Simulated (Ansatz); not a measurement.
A run of Ansatz 0.2.0 is set up as follows.

The input input:

```
crystal:
  lattice:
    - [3.70187033, 0.0, 0.0]
    - [-1.85093516, 3.20591375, 0.0]
    - [0.0, 0.0, 3.61284203]
  atoms:
    - { symbol: Pt, position: [0.0, 0.0, 0.0] }
    - { symbol: Se, position: [0.6666666667, 0.3333333333, 0.5] }
hamiltonian:
  xc:
    exchange: hjs_pbesol
    correlation: pbesol
    exx: { coeff: 0.25, omega: 0.207 }
  pseudopotentials: { kind: paw }
kpoints:
  mp_grid: { grid: [4, 4, 4] }
scf:
  occupations: { method: fermi_dirac, width: 0.05 }
output:
  forces: true
  stress: true
  eigenvalues: true
relax:
  f_tol: 0.01
  max_steps: 40
  cell: { stress_tol: 0.05 }
```

(1) What does it give for the relaxed volume?

(2) Estimate the band gap on the k mesh.

(3) Estimate the space group after relaxing (to 0.05 Å).

Answers

(1) 18.15 Å³/atom.

(2) none (metal or under the smearing width).

(3) P-6m2 (No. 187).

Caveat: the k mesh is coarse (spacing up to 0.49 Å⁻¹), so the values aren't converged, least of all with exact exchange; the volume moved by over 15 % at a fixed basis, so the end points are rough; the PAW data sets come from PBE, with cores solved anew for the run's functional, which leaves a small shift of forces and pressure.
